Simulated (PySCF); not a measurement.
# CdH (CdH): the cost of one run

Programs: PySCF 2.14.0, with routines of our own; each step states its level. All values are computed. Atoms count from 0.

### 1 The system as given

2 atoms, charge 0, multiplicity 2; geometry from: GFN2-xTB.

### 2 Optimising the geometry at PBE0-D3(BJ)/def2-SVP

Job settings and geometry (Å):

```
{"job": {"xc": "PBE0", "basis": "def2-SVP", "d3": "d3bj", "grid": 1, "maxiter": 30, "shake": 0.01, "kind": "geom"}, "charge": 0, "multiplicity": 2}
Cd     1.037330    -0.029640     0.002770
H     -1.019840     0.000830    -0.014900
```

Run with:

```bash
$ OMP_NUM_THREADS=1 python heavy_run.py task.json out
```

This one command runs all jobs of the session in turn.

Q: Estimate the wall time and peak memory of this first job on 1 thread of Arm Neoverse V2, shared host.

About 2.5 s, with a peak of 0.24 GiB.
